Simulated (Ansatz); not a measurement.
The system is Hf2Pd2Se2Br2O3.

```
Hf Pd Se Br O
1.0
     7.67722   -1.70971    0.00000
     7.67722    1.70971    0.00000
    -3.99941    0.00000   12.58754
Hf Pd Se Br O
2 2 2 2 3
Direct
  0.05486 0.05486 0.93856
  0.39372 0.39372 0.71691
  0.82080 0.82080 0.49036
  0.67714 0.67714 0.25693
  0.07768 0.07768 0.15435
  0.21009 0.21009 0.41200
  0.41355 0.41355 0.95480
  0.75396 0.75396 0.71349
  0.40299 0.40299 0.57873
  0.61446 0.61446 0.92698
  0.96906 0.96906 0.77831
```

The cell was built by a generator and needn't be a form met in nature.

Base run:

```yaml
Program: Ansatz 0.2.0
Functional: PBE
Potentials_or_basis: Ansatz PAW
Cutoff: "420 eV (not typed: the program's choice for these potentials)"
k_mesh: 8 × 8 × 2
Occupations: fermi-dirac, width 0.05 eV
Spin: no spin polarisation
```

Its results: band gap on the k mesh 0.84 eV, indirect (least direct gap 0.88 eV); pressure 0.0 GPa; largest force 0.006 eV/Å.

Problem. The run is repeated on the same cell with these changes: functional from PBE to revPBE. What comes out?

Solution. Band gap on the k mesh 0.85 eV, indirect (least direct gap 0.89 eV); pressure 1.2 GPa; largest force 0.179 eV/Å.

revPBE binds less tightly than PBE, so the same cell stands under more pressure.

Caveats: the k mesh misses the band edges, so the gap on the mesh is wider than the one along the path; spin-orbit coupling is left out, which moves the levels of the heavy elements; the PAW data sets come from PBE, with cores solved anew for the run's functional, which leaves a small shift of forces and pressure (some runs).
